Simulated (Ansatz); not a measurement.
# SiH3F + NH3 + NH3: a complex and its separated parts

The complex below is one end of an elementary step. How strongly is it bound against its free parts?

Program: Ansatz 0.2.0, Gaussian basis. Level of theory: PBE0-D4/def2-TZVP structures, single points in def2-TZVPP, no counterpoise correction. These are calculated values, not measurements.

Levels: SPW92, PBE-D4, BLYP-D4, r2SCAN-D4, B97M-V, PBE0-D4, B3LYP-D4, r2SCAN0-D4, BHLYP-D4, CAM-B3LYP-D4, wB97X-V, wB97M-V, B2PLYP, PBE-QIDH, RPA on PBE, Hartree-Fock, MP2, CCSD, CCSD(T).

Correlated methods freeze the cores. B3LYP uses VWN-RPA correlation. B2PLYP carries no dispersion term here.

113 further runs of the same task are left out: 113 set aside as unsound or not needed. Runs told in other sessions of the task aren't counted.

## (1) Starting geometry

The complex: 13 atoms, charge 0, spin multiplicity 1.

Atoms are counted from 1 here; the program's logs count them from 0.

Bond lengths: Si1–F2 1.711 Å, Si1–H3 1.497 Å, Si1–H4 1.493 Å, Si1–H5 1.536 Å, Si1–N7 1.970 Å, H6–N7 1.044 Å, N7–H10 1.012 Å, N7–H11 1.015 Å, H8–N9 1.017 Å, N9–H12 1.012 Å, N9–H13 1.013 Å. Angles: F2–Si1–H3 91.7°, F2–Si1–H4 92.0°, F2–Si1–H5 165.1°, F2–Si1–N7 80.6°, H3–Si1–H4 121.2°, H3–Si1–H5 95.1°, H3–Si1–N7 118.0°, H4–Si1–H5 95.7°, H4–Si1–N7 120.4°, H5–Si1–N7 84.5°, Si1–N7–H6 105.9°, Si1–N7–H10 112.9°, Si1–N7–H11 110.1°, H6–N7–H10 111.1°, H6–N7–H11 106.7°, H10–N7–H11 109.9°, H8–N9–H12 108.2°, H8–N9–H13 107.3° and more.

As a file:

```csv
atom,x (Å),y (Å),z (Å)
Si1,-0.9087,-1.2729,0.1629
F2,0.7617,-1.4380,-0.1681
H3,-1.2231,-1.0789,-1.2873
H4,-0.9711,-2.6244,0.7942
H5,-2.2830,-0.8069,0.6650
H6,0.2254,0.8992,0.4753
N7,-0.2262,0.2717,1.1775
H8,1.3818,0.3880,-1.2393
N9,1.1350,1.3638,-1.0925
H10,-0.9512,0.7594,1.6885
H11,0.5049,-0.0260,1.8154
H12,1.9858,1.9116,-1.1110
H13,0.5687,1.6536,-1.8805
```

Its parts: SiH3F holds atoms 1, 2, 3, 4, 5; NH3 holds atoms 6, 7, 10, 11; NH3 holds atoms 8, 9, 12, 13. Each part counts its atoms afresh in its own runs.

## (2) Relaxing SiH3F alone

Contents of relax-a/in.yaml:

```yaml
crystal:
  periodic: [false, false, false]
  atoms:
    - {symbol: Si, position_ang: [-0.908680, -1.272902, 0.162944]}
    - {symbol: F, position_ang: [0.761652, -1.437997, -0.168098]}
    - {symbol: H, position_ang: [-1.223060, -1.078938, -1.287289]}
    - {symbol: H, position_ang: [-0.971112, -2.624406, 0.794216]}
    - {symbol: H, position_ang: [-2.282968, -0.806941, 0.664964]}
basis:
  gaussian: {orbitals: def2-TZVP}
hamiltonian: {xc: pbe0, dispersion: d4}
relax: {f_tol: 0.005, max_steps: 200}
```

Launch:

```
$ ansatz run in.yaml --threads 8 --pin off --events-out ev --progress --plain --max-ram 19148MiB
```

After this run come: Relaxing NH3 alone; Relaxing NH3 alone; SPW92/def2-TZVPP; PBE-D4/def2-TZVPP; BLYP-D4/def2-TZVPP; r2SCAN-D4/def2-TZVPP; B97M-V/def2-TZVPP; PBE0-D4/def2-TZVPP; B3LYP-D4/def2-TZVPP; r2SCAN0-D4/def2-TZVPP; BHLYP-D4/def2-TZVPP; CAM-B3LYP-D4/def2-TZVPP; wB97X-V/def2-TZVPP; wB97M-V/def2-TZVPP; B2PLYP/def2-TZVPP; PBE-QIDH/def2-TZVPP; RPA on PBE/def2-TZVPP; CCSD(T)/def2-TZVPP; Vibrations of SiH3F; Vibrations of NH3; Vibrations of NH3.

Before running it: what results should come out? Wanted: complex less parts, CCSD(T)/def2-TZVPP; with zero-point energy; largest T1 diagnostic.

The runs gave:

```
                              quantity           value
complex less parts, CCSD(T)/def2-TZVPP  +0.22 kcal/mol
                with zero-point energy  +5.28 kcal/mol
                 largest T1 diagnostic           0.011
```

What this shows: At CCSD(T) the complex lies 0.22 kcal/mol above its parts. BHLYP-D4 is the best functional here (-0.44 kcal/mol from CCSD(T)); SPW92 is the worst (-18.32 kcal/mol). By rung, the mean size of the error is: LDA 18.32, GGA 3.79, meta-GGA 3.58, hybrid 2.55, range-separated hybrid 2.47, double hybrid 1.91 kcal/mol. The double hybrids carry no dispersion term here, unlike the levels marked D4 or V. PBE-D4 gives a relative energy 6.09 kcal/mol too low, an error of 2741 % of the reference. No counterpoise was applied, and triple zeta lacks some correlation, so the CCSD(T) reference has a basis error of its own, and close matches with it are partly luck.
